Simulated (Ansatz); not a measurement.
# BH3O2: the cost of one run

The runs use Ansatz 0.2.0, Gaussian basis; PBE0-D4/def2-TZVP structures, single points in def2-TZVPP, no counterpoise correction.

Levels: SPW92, PBE-D4, BLYP-D4, r2SCAN-D4, B97M-V, PBE0-D4, B3LYP-D4, r2SCAN0-D4, BHLYP-D4, CAM-B3LYP-D4, wB97X-V, wB97M-V, B2PLYP, PBE-QIDH, RPA on PBE, Hartree-Fock, MP2, CCSD, CCSD(T).

Correlated methods freeze the cores. B3LYP uses VWN-RPA correlation. B2PLYP carries no dispersion term here.

95 further runs of the same task are left out: 1 that didn't finish, 94 set aside as unsound or not needed.

## Step 1: The starting structure

The complex: 11 atoms, charge 0, spin multiplicity 1.

Atoms are counted from 1 here; the program's logs count them from 0.

Bond lengths: B1–O3 1.366 Å, B1–O4 1.351 Å, B1–H6 1.198 Å, Si2–H5 1.482 Å, Si2–H7 1.482 Å, Si2–H8 1.486 Å, Si2–H9 1.488 Å, O3–H10 0.958 Å, O4–H11 0.964 Å. Angles: O3–B1–O4 119.3°, O3–B1–H6 121.9°, O4–B1–H6 118.8°, H5–Si2–H7 110.9°, H5–Si2–H8 109.3°, H5–Si2–H9 109.7°, H7–Si2–H8 109.4°, H7–Si2–H9 109.7°, H8–Si2–H9 107.8°, B1–O3–H10 113.3°, B1–O4–H11 112.4°.

As a file:

```
B    -1.84217    0.91040    0.10782
Si    1.83040   -0.90994   -0.03633
O    -0.66592    1.10438   -0.55992
O    -2.03419   -0.24038    0.78959
H     1.90124    0.21272    0.92860
H    -2.71311    1.73269    0.10852
H     1.90401   -0.41474   -1.43068
H     2.95686   -1.84615    0.21635
H     0.56146   -1.66231    0.16155
H    -0.62049    1.94871   -1.01111
H    -1.27807   -0.83519    0.72562
```

Its parts: BH₃O₂ holds atoms 1, 3, 4, 6, 10, 11; SiH₄ holds atoms 2, 5, 7, 8, 9. Each part counts its atoms afresh in its own runs.

## Step 2: Relaxing BH₃O₂ alone

The input, relax-a/in.yaml:

```yaml
crystal:
  periodic: [false, false, false]
  atoms:
    - {symbol: B, position_ang: [-1.842173, 0.910401, 0.107824]}
    - {symbol: O, position_ang: [-0.665921, 1.104380, -0.559924]}
    - {symbol: O, position_ang: [-2.034189, -0.240375, 0.789588]}
    - {symbol: H, position_ang: [-2.713112, 1.732692, 0.108517]}
    - {symbol: H, position_ang: [-0.620491, 1.948714, -1.011110]}
    - {symbol: H, position_ang: [-1.278071, -0.835192, 0.725619]}
basis:
  gaussian: {orbitals: def2-TZVP}
hamiltonian: {xc: pbe0, dispersion: d4}
relax: {f_tol: 0.005, max_steps: 200}
```

Launch:

```console
$ ansatz run in.yaml --threads 4 --pin off --events-out ev --progress --plain --max-ram 9574MiB
```

**Question.** How long does this run take on 4 threads of Arm Neoverse V2, shared host?

About 3.3 s.
